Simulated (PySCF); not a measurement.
# C₃H₈OSi: electronic excitations and core binding energies

What electronic excitations and core binding energies should C₃H₈OSi (`C[C@H]1OC[SiH2]1`) show?

Computed with PySCF 2.14.0, with density-fitted response routines of our own, on a single molecule in the gas phase. Atoms are numbered from 0 throughout.

## 1. The molecule as given

13 atoms, charge 0, multiplicity 1; geometry from: GFN2-xTB.

Bonds of the start (Å): C0–C1 1.52, C1–O2 1.44, O2–C3 1.43, C3–Si4 1.92, Si4–C1 1.93, C0–H5 1.09, C0–H6 1.09, C0–H7 1.09, C1–H8 1.10, C3–H9 1.09, C3–H10 1.09, Si4–H11 1.46, Si4–H12 1.46.

## 2. Ultraviolet spectrum: CAM-B3LYP/def2-SVPD

The job: settings as JSON, then the geometry in Å.

```
{"job": {"kind": "uv", "xc": "CAM-B3LYP", "basis": "def2-SVPD", "nstates": 8, "ntriplets": 3}, "charge": 0, "multiplicity": 1}
C      1.677682    -0.451520    -0.186401
C      0.513916     0.022589     0.674935
O      0.079065     1.345382     0.299109
C     -1.238473     1.118914    -0.218938
Si    -1.226122    -0.723631     0.311068
H      1.978086    -1.452839     0.113749
H      1.393308    -0.467881    -1.236284
H      2.525306     0.221764    -0.074239
H      0.833420     0.050044     1.723850
H     -1.264770     1.323861    -1.294260
H     -1.948216     1.790922     0.270234
H     -1.291201    -1.717345    -0.758555
H     -2.036388    -1.059773     1.479412
```

Level: TDDFT CAM-B3LYP/def2-SVPD, vertical, gas phase, core orbitals frozen in the response.

The run is started by

```sh
$ OMP_NUM_THREADS=1 python probes_run.py task.json out
```

One launch serves the whole session: the jobs run in the order shown.

**Question.** This job is followed by: delta-SCF UKS SCAN, pcX-2 on the ionised atom, pcseg-1 elsewhere, spin-free X2C. Predict these results of the whole session: lowest singlet (CAM-B3LYP/def2-SVPD); brightest single state of those computed; lowest triplet; C1s binding energies, SCAN/pcX-2; O1s binding energies, SCAN/pcX-2; Si1s binding energies, SCAN/pcX-2; Si2p binding energies, SCAN/pcX-2.

**Answer**, as computed:

| quantity | value |
| --- | --- |
| lowest singlet (CAM-B3LYP/def2-SVPD) | 6.24 eV (199 nm), f = 0.001 |
| brightest single state of those computed | state 4, 7.11 eV, f = 0.080 |
| lowest triplet | 5.99 eV |
| C1s binding energies, SCAN/pcX-2 | C3 291.23, C1 291.22, C0 290.47 eV |
| O1s binding energies, SCAN/pcX-2 | O2 537.64 eV |
| Si1s binding energies, SCAN/pcX-2 | Si4 1846.37 eV |
| Si2p binding energies, SCAN/pcX-2 | Si4 106.89 eV |

What this shows: The lowest singlet, at 6.24 eV, is HOMO→LUMO 0.95 and is dark; of the 8 states computed, the strongest absorption comes from state 4 at 7.11 eV (the last state computed is bright too, and its partners may lie past the list). The lowest triplet lies 0.25 eV below the lowest singlet (triplets in Tamm-Dancoff, singlets in full TDDFT). C3 (sp3 CH2 bonded to O and Si) binds its C1s electron 0.76 eV more tightly than C0 (methyl carbon).
